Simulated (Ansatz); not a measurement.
# CH7BGaN (SMILES C[B](N)[GaH2]): UBCCD(T)/pcseg-0

What is the vertical singlet–triplet gap of CH7BGaN at UBCCD(T)/pcseg-0? 

The results are computed with Ansatz 0.2.0.

5 further runs of the same task are left out: 1 for a known fault of the program, 1 that didn't finish, 3 set aside as unsound or not needed.

### Step 1. The system as given

CH7BGaN: 11 atoms, total charge 0, spin state singlet. SMILES: `C[B](N)[GaH2]`. Geometry: relaxed at PBE0-D4/def2-TZVP.

Bond lengths: C1–B2 1.572 Å, B2–N3 1.393 Å, B2–Ga4 2.118 Å, C1–H5 1.096 Å, C1–H6 1.096 Å, C1–H7 1.096 Å, N3–H8 1.010 Å, N3–H9 1.006 Å, Ga4–H10 1.581 Å, Ga4–H11 1.590 Å. Some angles: C1–B2–N3 119.9°, C1–B2–Ga4 124.1°, N3–B2–Ga4 116.0°, B2–C1–H5 110.7°, B2–C1–H6 114.1°, B2–C1–H7 110.6°, B2–N3–H8 122.9°, B2–N3–H9 123.8°, B2–Ga4–H10 125.4°, B2–Ga4–H11 120.3°.

### Step 2. Energy and forces at UBCCD(T)/pcseg-0

File molecule.yaml:

```yaml
crystal:
  periodic: [false, false, false]
  atoms:
    - {symbol: C, position_ang: [-0.483100, 1.456400, 0.267100]}
    - {symbol: B, position_ang: [-0.083400, -0.060400, 0.166600]}
    - {symbol: "N", position_ang: [-0.462800, -0.946900, 1.172100]}
    - {symbol: Ga, position_ang: [1.028200, -0.891100, -1.433900]}
    - {symbol: H, position_ang: [-1.066900, 1.762200, -0.608200]}
    - {symbol: H, position_ang: [-1.061800, 1.708500, 1.163000]}
    - {symbol: H, position_ang: [0.408900, 2.092400, 0.252200]}
    - {symbol: H, position_ang: [-0.994100, -0.662400, 1.982700]}
    - {symbol: H, position_ang: [-0.238800, -1.927900, 1.166400]}
    - {symbol: H, position_ang: [1.582500, -0.087400, -2.677800]}
    - {symbol: H, position_ang: [1.371200, -2.443300, -1.450300]}
basis:
  gaussian:
    orbitals: pcseg-0.json
output:
  forces: true
accuracy: high
correlation:
  method: bccd_t
  frozen_orbitals: {B: 1, C: 1, Ga: 9, H: 0, "N": 1}
total_charge: 0
magnetization:
  spin_polarized: true
```

The basis set pcseg-0 is read from a file made from the Basis Set Exchange's data (not shown).

On the command line:

```bash
$ ansatz run molecule.yaml --threads 1 --pin off --max-ram 2610MiB --events-out events.jsonl --progress --plain --runs-dir runs
```

The log of the run, cut to the lines that bear on the results:

```text
Warning: RAYON_NUM_THREADS=1 ignored (pool sized by the plan → 1); use --threads N
Functional definition: HF
  name "HF"
[...]
1474 factors; integrals over basis functions are off by at most 9.2e-9 eV
[...]
mean field -55553.00152575 eV, -2041.5351508945 hartree, gradient 4.3e-8 eV, S^2 0.000000; 0 other end points of the search recorded, 0 dependent functions left out
12 core orbitals not correlated: weight in the atoms' cores, before any rotation towards them, 1.000 or more for the frozen orbitals, at most 0.000 for the correlated occupied ones
reference -55553.00152575 eV, -2041.5351508945 hartree; 16, 16 occupied and 35, 35 virtual orbitals, 1474 factors
second order -8.22450698 eV of doubles, -0.00000000 eV of singles
cycle   1  -8.94814199 eV  change   -7.2e-1 eV  update   8.9e-2
[...]
cycle  20  -9.39655813 eV  change   -1.6e-9 eV  update   2.6e-9
perturbative correction -0.27154170 eV, -0.0099789735 hartree
[...]
Total energy: -55562.66962558 eV, -2041.8904470100 hartree
Atom 0 at    -0.483100     1.456400     0.267100 Å, force    -0.044047     0.229680    -0.017126 eV/Å
Atom 1 at    -0.083400    -0.060400     0.166600 Å, force     0.419315     0.160130    -0.792117 eV/Å
Atom 2 at    -0.462800    -0.946900     1.172100 Å, force    -0.121783    -0.177852     0.281369 eV/Å
Atom 3 at     1.028200    -0.891100    -1.433900 Å, force     0.116011    -0.064355    -0.175773 eV/Å
Atom 4 at    -1.066900     1.762200    -0.608200 Å, force    -0.319203     0.167487    -0.376012 eV/Å
Atom 5 at    -1.061800     1.708500     1.163000 Å, force    -0.266345     0.113841     0.413289 eV/Å
Atom 6 at     0.408900     2.092400     0.252200 Å, force     0.403898     0.332946     0.043786 eV/Å
Atom 7 at    -0.994100    -0.662400     1.982700 Å, force    -0.526840     0.327475     0.785604 eV/Å
Atom 8 at    -0.238800    -1.927900     1.166400 Å, force     0.234847    -0.995345    -0.018885 eV/Å
Atom 9 at     1.582500    -0.087400    -2.677800 Å, force     0.057845     0.077686    -0.127668 eV/Å
Atom 10 at     1.371200    -2.443300    -1.450300 Å, force     0.046303    -0.171694    -0.016468 eV/Å
Dipole moment:    -0.273918    -0.112825     0.519384 e Å
```

Run time: 1.8 min. Hardware: 1 thread of Intel Xeon Platinum 8259CL at 2.50GHz (Skylake/Cascade Lake), shared host; peak memory 0.93 GiB.

### Step 3. The triplet, same level

molecule.yaml: that of step 2 with these lines changed.

```diff
@@ -17,5 +17,6 @@
     orbitals: pcseg-0.json
-output:
-  forces: true
-accuracy: high
+total_charge: 0
+magnetization:
+  spin_polarized: true
+  initial_magnetization: 2
 correlation:
@@ -23,4 +24,4 @@
   frozen_orbitals: {B: 1, C: 1, Ga: 9, H: 0, "N": 1}
-total_charge: 0
-magnetization:
-  spin_polarized: true
+accuracy: high
+output:
+  forces: true
```

The basis set pcseg-0 is read from a file made from the Basis Set Exchange's data (not shown).

On the command line:

```bash
$ ansatz run molecule.yaml --threads 1 --pin off --max-ram 2610MiB --events-out events.jsonl --progress --plain --runs-dir runs
```

The log of the run, cut to the lines that bear on the results:

```text
Warning: RAYON_NUM_THREADS=1 ignored (pool sized by the plan → 1); use --threads N
Functional definition: HF
  name "HF"
[...]
1475 factors; integrals over basis functions are off by at most 9.2e-9 eV
[...]
mean field -55549.71316636 eV, -2041.4143059157 hartree, gradient 2.7e-8 eV, S^2 2.003545; 2 other end points of the search recorded, 0 dependent functions left out
12 core orbitals not correlated: weight in the atoms' cores, before any rotation towards them, 1.000 or more for the frozen orbitals, at most 0.000 for the correlated occupied ones
reference -55549.71316636 eV, -2041.4143059157 hartree; 17, 15 occupied and 34, 36 virtual orbitals, 1475 factors
second order -8.07678876 eV of doubles, -0.00000000 eV of singles
cycle   1  -8.82533418 eV  change   -7.5e-1 eV  update   9.6e-2
[...]
cycle  29  -9.32155549 eV  change   -1.8e-9 eV  update   3.1e-9
perturbative correction -0.28670523 eV, -0.0105362228 hartree
[...]
Atom 1 at    -0.083400    -0.060400     0.166600 Å, force    -0.909733     0.617736     1.331279 eV/Å
Atom 2 at    -0.462800    -0.946900     1.172100 Å, force     0.224399    -0.766973    -0.095992 eV/Å
Atom 3 at     1.028200    -0.891100    -1.433900 Å, force     1.170557    -0.641703    -1.777781 eV/Å
Atom 4 at    -1.066900     1.762200    -0.608200 Å, force    -0.341442     0.218215    -0.273692 eV/Å
Atom 5 at    -1.061800     1.708500     1.163000 Å, force    -0.184392    -0.268400     0.418317 eV/Å
Atom 6 at     0.408900     2.092400     0.252200 Å, force     0.311741     0.368466     0.105059 eV/Å
Atom 7 at    -0.994100    -0.662400     1.982700 Å, force    -0.452346     0.424764     0.615881 eV/Å
Atom 8 at    -0.238800    -1.927900     1.166400 Å, force     0.213478    -1.061533     0.047900 eV/Å
Atom 9 at     1.582500    -0.087400    -2.677800 Å, force    -0.248853     0.596235     0.203278 eV/Å
Atom 10 at     1.371200    -2.443300    -1.450300 Å, force    -0.346138    -0.141990     0.649279 eV/Å
Dipole moment:    -0.476706     0.086397     0.792434 e Å
```

Run time: 2.3 min. Hardware: 1 thread of Intel Xeon Platinum 8259CL at 2.50GHz (Skylake/Cascade Lake), shared host; peak memory 0.93 GiB.

### Step 4. Results

Level: UBCCD(T)/pcseg-0, 12 core orbitals frozen.

```
                                             quantity           value
                                singlet: total energy  -2041.89045 Eh
          singlet: dipole moment (correlated density)          2.87 D
singlet: correlation energy (12 core orbitals frozen)      -355.3 mEh
                              singlet: (T) correction       -9.98 mEh
                    singlet: largest force on an atom      1.023 eV/Å
                                triplet: total energy  -2041.76740 Eh
          triplet: dipole moment (correlated density)          4.46 D
triplet: correlation energy (12 core orbitals frozen)      -353.1 mEh
                              triplet: (T) correction      -10.54 mEh
           triplet: ⟨S²⟩ of the reference determinant           2.004
                    triplet: largest force on an atom      2.223 eV/Å
     vertical energy of the triplet above the singlet        3.348 eV
```

At this shape the triplet lies 3.35 eV (77 kcal/mol) above the singlet. The largest force (singlet) is 1.02 eV/Å: the shape isn't a stationary point for this species at this level. The triples (singlet) make up 2.8 % of the correlation energy. Mulliken charges (triplet) run from -0.96 on C1 to +0.46 on B2; they depend strongly on the basis. The triples (triplet) make up 3.0 % of the correlation energy.
